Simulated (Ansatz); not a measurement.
**CH6AlNSi: a ladder of functionals and wavefunction methods**

One table from this session's results is given with a row withheld; the runs are named, their logs left out.

Computed with Ansatz 0.2.0, Gaussian basis. Level: functionals in def2-TZVPP, the program's frozen cores in correlated methods.

Levels to be run: LDA (SPW92), PBE-D4, revPBE-D4, BLYP-D4, r2SCAN-D4, B97M-V, PBE0-D4, B3LYP-D4, r2SCANh-D4, r2SCAN0-D4, HSE06-D4, BHLYP-D4, CAM-B3LYP-D4, LC-ωPBE, ωB97X-V, ωB97M-V, B2PLYP, PBE-QIDH; CCSD(T)/def2-SVP; CCSD(T)/def2-TZVPP; MP2/def2-QZVPP; extrapolation to the limit; RPA on PBE.

### The geometry

The geometry comes from an earlier relaxation with PBE0-D4 in a triple-zeta def2 set; it is a stationary point, not always the lowest conformer.

SMILES `C[SiH]1[NH][AlH]1`, 10 atoms, charge 0, spin multiplicity 1.

Atoms are counted from 1 here; the program's logs count them from 0.

Bond lengths: C1–Si2 1.873 Å, C1–H5 1.094 Å, C1–H6 1.095 Å, C1–H7 1.091 Å, Si2–N3 1.761 Å, Si2–Al4 2.305 Å, Si2–H8 1.497 Å, N3–Al4 1.778 Å, N3–H9 1.009 Å, Al4–H10 1.582 Å. Angles: Si2–C1–H5 110.2°, Si2–C1–H6 110.4°, Si2–C1–H7 111.7°, H5–C1–H6 107.5°, H5–C1–H7 108.4°, H6–C1–H7 108.5°, C1–Si2–N3 117.1°, C1–Si2–Al4 128.6°, C1–Si2–H8 106.5°, N3–Si2–Al4 49.7°, N3–Si2–H8 114.8°, Al4–Si2–H8 124.3°, Si2–N3–Al4 81.3°, Si2–N3–H9 130.4°, Al4–N3–H9 148.3°, Si2–Al4–N3 49.0°, Si2–Al4–H10 176.5°, N3–Al4–H10 134.4°.

Geometry (Å):

```
C    -1.6309    0.2608   -0.3580
Si   -0.0011   -0.6382   -0.1504
N     1.1581    0.0519    0.9812
Al    2.1336    0.1557   -0.5015
H    -2.1887   -0.1586   -1.2001
H    -2.2481    0.1427    0.5383
H    -1.4826    1.3268   -0.5392
H    -0.3360   -2.0764    0.0923
H     1.0935    0.1970    1.9778
H     3.5852    0.6871   -0.8375
```

The first run:

Input file in.yaml:

```yaml
crystal:
  periodic: [false, false, false]
  atoms:
    - {symbol: C, position_ang: [-1.630855, 0.260847, -0.357983]}
    - {symbol: Si, position_ang: [-0.001103, -0.638207, -0.150364]}
    - {symbol: N, position_ang: [1.158135, 0.051937, 0.981214]}
    - {symbol: Al, position_ang: [2.133650, 0.155742, -0.501475]}
    - {symbol: H, position_ang: [-2.188659, -0.158556, -1.200090]}
    - {symbol: H, position_ang: [-2.248134, 0.142718, 0.538310]}
    - {symbol: H, position_ang: [-1.482648, 1.326794, -0.539177]}
    - {symbol: H, position_ang: [-0.336030, -2.076446, 0.092303]}
    - {symbol: H, position_ang: [1.093461, 0.196982, 1.977779]}
    - {symbol: H, position_ang: [3.585182, 0.687089, -0.837517]}
basis:
  gaussian: {orbitals: def2-TZVPP}
hamiltonian: {xc: lda}
output: {orbitals: {seedname: orbitals}}
```

On the command line:

```sh
> ansatz run in.yaml --threads 2 --pin off --events-out ev --progress --plain --max-ram 4352MiB
```

Among the steps run: LDA; PBE-D4 (GGA); revPBE-D4 (GGA); BLYP-D4 (GGA); r2SCAN-D4 (meta-GGA); B97M-V (meta-GGA); PBE0-D4 (hybrid); B3LYP-D4 (hybrid); r2SCANh-D4 (hybrid); r2SCAN0-D4 (hybrid); HSE06-D4 (hybrid); BHLYP-D4 (hybrid); CAM-B3LYP-D4 (range-separated); LC-ωPBE (range-separated); ωB97X-V (range-separated); ωB97M-V (range-separated); B2PLYP (double hybrid); PBE-QIDH (double hybrid).

One of the session's tables, all rows but one given; the rest of the session is left out.

It belongs to the step «Frontier levels by functional». 

```
  functional  HOMO (eV)  gap (eV)
 LDA (SPW92)      -5.32      3.40
      PBE-D4      -5.25      3.52
   revPBE-D4      -5.21      3.57
     BLYP-D4      -5.12      3.53
   r2SCAN-D4      -5.43      3.97
      B97M-V      -5.47      3.88
     PBE0-D4      -6.22      5.24
    B3LYP-D4      -6.05      4.90
  r2SCANh-D4          ?         ?
  r2SCAN0-D4      -6.33      5.51
    HSE06-D4      -5.83      4.48
    BHLYP-D4      -7.09      6.90
CAM-B3LYP-D4      -7.43      7.41
     LC-ωPBE      -8.66      9.66
     ωB97X-V      -8.38      9.29
     ωB97M-V      -8.16      8.82
```

Estimate the missing values for r2SCANh-D4.

Worked estimate for «HOMO (eV)». Against the share of exact exchange, r2SCAN-D4 (0, -5.43), r2SCAN0-D4 (0.25, -6.33) give a slope of -3.60 per unit share; at 0.1 the line stands at -5.79.

The run gave: HOMO (eV): -5.78; gap (eV): 4.59. In «HOMO (eV)» the line misses by -0.01.
